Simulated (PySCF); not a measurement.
# AuCl4 ([AuCl4]-): the cost of one run

Computed with PySCF 2.14.0 and routines of our own; the level stands in each step. Atoms count from 0.

## 1. The system as given

5 atoms, charge -1, states of the metal's open shell are computed; geometry from: model start, shaken.

## 2. Geometry optimisation at PBE0-D3(BJ)/def2-TZVP

The job: settings as JSON, then the geometry in Å.

```
{"job": {"xc": "PBE0", "basis": "def2-TZVP", "d3": "d3bj", "grid": 1, "maxiter": 45, "kind": "geom"}, "charge": -1, "metal": "Au", "open_shell": "d8"}
Au     0.000020     0.004480    -0.004110
Cl     2.426640    -0.006820    -0.014870
Cl    -2.439100     0.020100    -0.007380
Cl    -0.009310     2.447350     0.005350
Cl     0.001580    -2.453960    -0.000440
```

On the command line:

```sh
$ OMP_NUM_THREADS=1 python lf_run.py task.json out
```

The driver reads the jobs from task.json and runs them one after another.

Q: Estimate the wall time and peak memory of this first job on 1 thread of Intel Xeon Platinum 8488C, shared host.

About 2.3 min, with a peak of 0.63 GiB.
